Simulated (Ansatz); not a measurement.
Write a Python script for the Python package of Ansatz (0.2.0) that makes a short molecular-dynamics run of CH₅AlFN, SMILES C[NH][AlH][F]. Level of theory (for the species named): BLYP, 6-31G basis, multiplicity 1, D3BJ dispersion.

```yaml
atoms:
  - { symbol: C, position_ang: [-0.3239, 0.7468, -0.8690] }
  - { symbol: N, position_ang: [-0.8413, -0.2648, 0.0151] }
  - { symbol: Al, position_ang: [0.5118, -0.7418, 1.2498] }
  - { symbol: F, position_ang: [2.2098, -1.3217, 0.6566] }
  - { symbol: H, position_ang: [-1.1791, 1.0386, -1.6156] }
  - { symbol: H, position_ang: [-0.1262, 1.7249, -0.3050] }
  - { symbol: H, position_ang: [0.5445, 0.4603, -1.4554] }
  - { symbol: H, position_ang: [-0.9947, -1.0936, -0.5693] }
  - { symbol: H, position_ang: [0.2875, -0.5950, 2.8756] }
```

The script, `md.py`:
```python
'''Molecular dynamics of one CH5AlFN molecule.'''

import ansatz as az
from ase import Atoms
import numpy as np


def main() -> None:
    atoms = Atoms(['C', 'N', 'Al', 'F', 'H', 'H', 'H', 'H', 'H'], positions=[
        (-0.3239, 0.7468, -0.869),
        (-0.8413, -0.2648, 0.0151),
        (0.5118, -0.7418, 1.2498),
        (2.2098, -1.3217, 0.6566),
        (-1.1791, 1.0386, -1.6156),
        (-0.1262, 1.7249, -0.305),
        (0.5445, 0.4603, -1.4554),
        (-0.9947, -1.0936, -0.5693),
        (0.2875, -0.595, 2.8756),
    ])
    molecule = az.Crystal.molecule_from_ase(atoms)

    calc = molecule.calculation().basis(gaussian='6-31G').functional('blyp', dispersion='d3bj')
    symbols = [site.symbol for site in molecule.cartesian_sites]
    start = np.array([site.position_ang for site in molecule.cartesian_sites], dtype=float)
    summary = calc.relax(force_tolerance=0.02).run(threads=1, backend='cpu').report
    end = np.array(summary['positions_ang'])
    minimum = az.Crystal.molecule()
    for symbol, place in zip(symbols, end):
        minimum = minimum.atom(symbol, place.tolist())

    # dynamics from the relaxed geometry
    calc = (
        minimum.calculation()
        .basis(gaussian='6-31G')
        .functional('blyp', dispersion='d3bj')
        .md('nve', timestep=0.25, steps=40, temperature=300, initial_velocities='maxwell_boltzmann', seed=57)
    )
    frames = []
    done = calc.session().plan().execute(on_event=lambda e: frames.append(e['data']) if e['event'] == 'md_step' else None)
    print('t (fs)   E_pot (eV)      E_kin (eV)   T (K)   d(0-1) (A)')
    for f in frames[::2]:
        xyz = np.array(f['positions_ang'])
        print(f'{f["time_fs"]:6.2f} {f["lagrangian_ev"]:14.5f} {f["e_kin_ev"]:10.5f} {f["temperature_k"]:8.1f} {np.linalg.norm(xyz[0] - xyz[1]):9.4f}')
    kept = np.array([f['conserved_ev'] for f in frames])
    print(f'conserved energy moves by at most {1000 * np.ptp(kept):.3f} meV')


if __name__ == '__main__':
    main()
```

```console
$ python md.py
t (fs)   E_pot (eV)      E_kin (eV)   T (K)   d(0-1) (A)
  0.00   -11921.47236    0.27145    300.0    1.4836
  0.50   -11921.46731    0.26641    294.4    1.4882
  1.00   -11921.45240    0.25154    278.0    1.4927
  1.50   -11921.43059    0.22981    254.0    1.4971
  2.00   -11921.40647    0.20576    227.4    1.5013
  2.50   -11921.38483    0.18417    203.5    1.5053
  3.00   -11921.36911    0.16847    186.2    1.5089
  3.50   -11921.36037    0.15970    176.5    1.5122
  4.00   -11921.35720    0.15649    172.9    1.5152
  4.50   -11921.35667    0.15591    172.3    1.5177
  5.00   -11921.35569    0.15490    171.2    1.5199
  5.50   -11921.35217    0.15137    167.3    1.5217
  6.00   -11921.34559    0.14481    160.0    1.5231
  6.50   -11921.33692    0.13617    150.5    1.5240
  7.00   -11921.32811    0.12740    140.8    1.5245
  7.50   -11921.32141    0.12073    133.4    1.5246
  8.00   -11921.31864    0.11798    130.4    1.5243
  8.50   -11921.32070    0.12003    132.7    1.5235
  9.00   -11921.32731    0.12662    139.9    1.5223
  9.50   -11921.33701    0.13628    150.6    1.5208
 10.00   -11921.34751    0.14674    162.2    1.5188
conserved energy moves by at most 0.275 meV
```

What to keep in mind:
- Total energies depend on the basis set; only differences at equal settings carry meaning.
- The trajectory is only some femtoseconds long, so its temperature is not equilibrated; where the script doesn't relax first, it starts from a rough generated geometry.
- The temperature counts the internal degrees of freedom alone.
- Wall time of the script: 2.1 min on 1 thread of Arm Neoverse V1 (shared host), peak memory 0.23 GiB.
